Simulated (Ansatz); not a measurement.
# Zn3SnO: the cost of one run

Computed with Ansatz 0.2.0 (DFT PBE, scalar-relativistic, plane waves, PAW, unless a step's input says otherwise).

### Step 1. The system as given

The structure is hexagonal, space group P6/mmm (No. 191). The conventional cell has a = 5.489 Å, b = 5.489 Å, c = 4.182 Å, α = 90.00°, β = 90.00°, γ = 120.00°. Around Zn (site symmetry mmm) lie 2 Sn at 2.74 Å and 4 Zn at 2.74 Å. Sn (site symmetry 6/mmm) is surrounded by 2 O at 2.09 Å. Around O (site symmetry 6/mmm) lie 2 Sn at 2.09 Å.

Structure file:

```
Zn Sn O
1.0
     5.48917    0.00000    0.00000
    -2.74458    4.75376    0.00000
     0.00000    0.00000    4.18231
Zn Sn O
3 1 1
Direct
  0.50000 0.00000 0.50000
  0.00000 0.50000 0.50000
  0.50000 0.50000 0.50000
  0.00000 0.00000 0.50000
  0.00000 0.00000 0.00000
```

The cell was relaxed beforehand at this level, from a generated guess; it is a trial structure. At a tolerance of 0.05 Å it has space group P6/mmm (No. 191); it has 21.83 Å³/atom, an uncorrected energy of +0.01 eV/atom over the elements.

### Step 2. Bands, states and charges

input.yaml reads:

```yaml
crystal:
  lattice:
    - [5.4891655888, 0.0, 0.0]
    - [-2.7445827944, 4.7537568455, 0.0]
    - [0.0, 0.0, 4.1823053087]
  atoms:
    - { symbol: Zn, position: [0.5, 0.0, 0.5] }
    - { symbol: Zn, position: [0.0, 0.5, 0.5] }
    - { symbol: Zn, position: [0.5, 0.5, 0.5] }
    - { symbol: Sn, position: [0.0, 0.0, 0.5] }
    - { symbol: O, position: [0.0, 0.0, 0.0] }
basis:
  ecutwfc: 420
kpoints:
  mp_grid: { grid: [12, 12, 10] }
  band_path:
    path:
      - [[0.0, 0.0, 0.0], [0.5, 0.0, 0.0], [0.33333333, 0.33333333, 0.0], [0.0, 0.0, 0.0], [0.0, 0.0, 0.5], [0.5, 0.0, 0.5], [0.33333333, 0.33333333, 0.5], [0.0, 0.0, 0.5]]
      - [[0.5, 0.0, 0.5], [0.5, 0.0, 0.0]]
      - [[0.33333333, 0.33333333, 0.5], [0.33333333, 0.33333333, 0.0]]
    npoints: 14
hamiltonian:
  xc: pbe
scf:
  occupations: { method: gaussian, width: 0.1 }
  n_extra_bands: 12
output:
  forces: true
  stress: true
  eigenvalues: true
  populations: true
  dos: { projected: true, de: 0.02, nscf_kmesh: { grid: [15, 15, 12] } }
  bader: true
  write_density: true
  write_potential: true
  elf: true
  volumetric_format: npy
```

Started as:

```
$ ansatz run input.yaml --threads 1 --pin off --max-ram 2560MiB --backend cpu --events-out ev --progress --plain --runs-dir out
```

Q: Estimate wall time and peak memory on 1 thread of AMD EPYC (Zen 3), shared host.

About 3 min, with a peak of 0.8 GiB.
